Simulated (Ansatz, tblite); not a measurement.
# Si(OAc)2H2 (C4H8O4Si): rung by rung

Aim: run the singlet of Si(OAc)2H2 (C4H8O4Si) at one geometry on many levels, and compare frontier levels, spin and run time.

Program: Ansatz 0.2.0, Gaussian basis. Level of theory: as each input shows. These are calculated values, not measurements.

The runs, in order: GFN1-xTB, GFN2-xTB, PBE-D4/def2-TZVP, r2SCAN-D4/def2-TZVP, HF/def2-TZVP, B2PLYP/def2-TZVP, r2SCAN0-D4/def2-TZVP, PBE-D4/def2-SVP, PBE0-D4/def2-SVP, HF/6-31G, B3LYP-D4/6-31G, PBE0-D4/def2-TZVPD, PBE-D4/def2-TZVPD, HF/def2-TZVPD, CCSD(T)/def2-SVP, MP2/def2-TZVP, RPA/def2-TZVP.

3 further runs of the same task are left out: 1 that didn't finish, 2 set aside as unsound or not needed.

**1. The structure**

The singlet was relaxed beforehand with r2SCAN-D4/def2-SVP.

17 atoms, charge 0, spin multiplicity 1.

Bond lengths: Si1–O2 1.718 Å, Si1–O9 1.718 Å, Si1–H16 1.476 Å, Si1–H17 1.476 Å, O2–C3 1.345 Å, C3–C4 1.497 Å, C3–O5 1.214 Å, C4–H6 1.096 Å, C4–H7 1.101 Å, C4–H8 1.100 Å, O9–C10 1.345 Å, C10–C11 1.497 Å, C10–O12 1.214 Å, C11–H13 1.096 Å, C11–H14 1.100 Å, C11–H15 1.101 Å. Angles: O2–Si1–O9 96.8°, O2–Si1–H16 110.1°, O2–Si1–H17 110.1°, O9–Si1–H16 110.1°, O9–Si1–H17 110.2°, H16–Si1–H17 117.6°, Si1–O2–C3 113.3°, O2–C3–C4 113.4°, O2–C3–O5 120.8°, C4–C3–O5 125.9°, C3–C4–H6 110.1°, C3–C4–H7 109.5°, C3–C4–H8 109.6°, H6–C4–H7 110.3°, H6–C4–H8 110.4°, H7–C4–H8 106.8°, Si1–O9–C10 113.3°, O9–C10–C11 113.4° and more.

As a file:

```xyz
17

Si   -0.7052   -0.0026   -0.5011
O    -0.5187   -0.0273    1.2067
C    -1.6887   -0.0487    1.8704
C    -1.5272   -0.0678    3.3587
O    -2.7438   -0.0501    1.2691
H    -2.5091   -0.0941    3.8441
H    -0.9659    0.8232    3.6785
H    -0.9294   -0.9435    3.6534
O     0.9689    0.0205   -0.8870
C     1.2102    0.0450   -2.2103
C     2.6686    0.0697   -2.5478
O     0.2951    0.0477   -3.0085
H     2.8039    0.0722   -3.6350
H     3.1662   -0.8037   -2.1002
H     3.1326    0.9632   -2.1030
H    -1.3413    1.2597   -0.9243
H    -1.3162   -1.2634   -0.9638
```

PBE0-D4/def2-TZVP was run before; its log isn't repeated, and its numbers join the tables.

**2. GFN1-xTB**

Tight binding, by tblite at 300 K electronic temperature and without a spin-polarisation term:

```python
tblite.interface.Calculator('GFN1-xTB', numbers, positions, charge=0, uhf=0).singlepoint()
```

Energy -914.5677 eV, HOMO -12.39 eV, LUMO -7.42 eV; 0.021 s.

**3. GFN2-xTB**

Tight binding, by tblite at 300 K electronic temperature and without a spin-polarisation term:

```python
tblite.interface.Calculator('GFN2-xTB', numbers, positions, charge=0, uhf=0).singlepoint()
```

Energy -837.3072 eV, HOMO -11.76 eV, LUMO -7.00 eV; 0.015 s.

**4. PBE-D4/def2-TZVP**

start.molden holds the orbitals of an earlier run on this state, given as this run's starting guess.

in.yaml

```yaml
crystal:
  periodic: [false, false, false]
  atoms:
    - {symbol: Si, position_ang: [-0.705201, -0.002595, -0.501069]}
    - {symbol: O, position_ang: [-0.518662, -0.027291, 1.206741]}
    - {symbol: C, position_ang: [-1.688734, -0.048684, 1.870394]}
    - {symbol: C, position_ang: [-1.527173, -0.067826, 3.358655]}
    - {symbol: O, position_ang: [-2.743807, -0.050143, 1.269126]}
    - {symbol: H, position_ang: [-2.509072, -0.094089, 3.844102]}
    - {symbol: H, position_ang: [-0.965900, 0.823215, 3.678522]}
    - {symbol: H, position_ang: [-0.929395, -0.943501, 3.653363]}
    - {symbol: O, position_ang: [0.968897, 0.020476, -0.887009]}
    - {symbol: C, position_ang: [1.210237, 0.044969, -2.210289]}
    - {symbol: C, position_ang: [2.668607, 0.069731, -2.547761]}
    - {symbol: O, position_ang: [0.295052, 0.047680, -3.008500]}
    - {symbol: H, position_ang: [2.803912, 0.072248, -3.635027]}
    - {symbol: H, position_ang: [3.166200, -0.803730, -2.100183]}
    - {symbol: H, position_ang: [3.132553, 0.963217, -2.102973]}
    - {symbol: H, position_ang: [-1.341324, 1.259747, -0.924278]}
    - {symbol: H, position_ang: [-1.316189, -1.263424, -0.963813]}
basis:
  gaussian: {orbitals: def2-TZVP, initial_orbitals: start.molden}
hamiltonian: {xc: pbe, dispersion: d4}
scf: {omitted_lower_state_checks: [starts]}
output: {orbitals: {seedname: orbitals}}
```

Command:

```
$ ansatz run in.yaml --threads 4 --pin off --events-out ev --progress --plain --max-ram 4787MiB
```

The runs that follow: r2SCAN-D4/def2-TZVP; HF/def2-TZVP; B2PLYP/def2-TZVP; r2SCAN0-D4/def2-TZVP; PBE-D4/def2-SVP; PBE0-D4/def2-SVP; HF/6-31G; B3LYP-D4/6-31G; PBE0-D4/def2-TZVPD; PBE-D4/def2-TZVPD; HF/def2-TZVPD; CCSD(T)/def2-SVP; MP2/def2-TZVP; RPA/def2-TZVP.

Before running them: what should the planned runs give, taken together? Wanted: gap in def2-TZVP, named functionals and Hartree-Fock, smallest and largest; correlation energy, CCSD(T)/def2-SVP; correlation energy, MP2/def2-TZVP; binding an atom, CCSD(T)/def2-SVP; PBE0 total energy, smallest basis above largest.

**Answer**, as computed:

| quantity | value |
| --- | --- |
| gap in def2-TZVP, named functionals and Hartree-Fock, smallest and largest | 5.25 eV (PBE-D4), 15.94 eV (HF) |
| correlation energy, CCSD(T)/def2-SVP | -39.57 eV |
| correlation energy, MP2/def2-TZVP | -45.47 eV |
| binding an atom, CCSD(T)/def2-SVP | 4.219 eV |
| PBE0 total energy, smallest basis above largest | 17.30 eV (def2-SVP, def2-TZVPD) |

Orbital gaps of the named functionals and Hartree-Fock in def2-TZVP span 5.25 eV (PBE-D4) to 15.94 eV (HF); exact exchange widens it. A small miss in a minimal or small basis is a cancelling of errors, not accuracy. The functionals in def2-TZVP miss CCSD(T)/def2-SVP by +0.144 (r2SCAN0-D4) to +0.355 eV (PBE-D4) an atom. The yardstick is in a double-zeta basis, so levels in larger sets aren't compared like for like. The reference is CCSD(T) in one finite basis, so it carries an error of its own, often a tenth of an eV or more, and near misses can't be ranked.
